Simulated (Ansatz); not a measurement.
# CH4BClOS: the cost of one run

Method: RKS BLYP-D4/STO-3G, in Ansatz 0.2.0.

## Step 1: The starting structure

Bond lengths: S1–C2 1.756 Å, C2–O3 1.406 Å, O3–B4 1.577 Å, B4–Cl5 1.785 Å, S1–H6 1.398 Å, C2–H7 1.131 Å, C2–H8 1.100 Å, B4–H9 1.145 Å. Angles: S1–C2–O3 107.7°, S1–C2–H7 109.6°, S1–C2–H8 108.8°, O3–C2–H7 111.1°, O3–C2–H8 110.7°, H7–C2–H8 108.9°, C2–S1–H6 95.4°, C2–O3–B4 107.7°, O3–B4–Cl5 119.5°, O3–B4–H9 116.6°, Cl5–B4–H9 123.9°.

As a file:

```xyz
9

S    -2.3093    0.1706   -0.0596
C    -0.5891   -0.0552    0.2133
O     0.0667    0.1387   -1.0151
B     1.6109   -0.0707   -0.7735
Cl    2.6342    1.3332   -0.3644
H    -2.6818   -0.0282    1.2727
H    -0.2274    0.6838    0.9898
H    -0.4201   -1.0764    0.5869
H     2.0043   -1.1422   -0.8673
```

## Step 2: End point A

The input, input.yaml:

```yaml
crystal:
  periodic: [false, false, false]
  atoms:
    - { symbol: S, position_ang: [-2.3093, 0.1706, -0.0596] }
    - { symbol: C, position_ang: [-0.5891, -0.0552, 0.2133] }
    - { symbol: O, position_ang: [0.0667, 0.1387, -1.0151] }
    - { symbol: B, position_ang: [1.6109, -0.0707, -0.7735] }
    - { symbol: Cl, position_ang: [2.6342, 1.3332, -0.3644] }
    - { symbol: H, position_ang: [-2.6818, -0.0282, 1.2727] }
    - { symbol: H, position_ang: [-0.2274, 0.6838, 0.9898] }
    - { symbol: H, position_ang: [-0.4201, -1.0764, 0.5869] }
    - { symbol: H, position_ang: [2.0043, -1.1422, -0.8673] }
basis:
  gaussian: { orbitals: STO-3G }
hamiltonian:
  xc: blyp
  dispersion: d4
relax:
  f_tol: 0.015
  max_steps: 40
```

Started as:

```
$ ansatz run input.yaml --threads 1 --pin off --max-ram 2048MiB --backend cpu --events-out ev --progress --plain --runs-dir out
```

What time and memory should one allow on 1 thread of Arm Neoverse V2, shared host?

About 58 s, with a peak of 0.16 GiB.
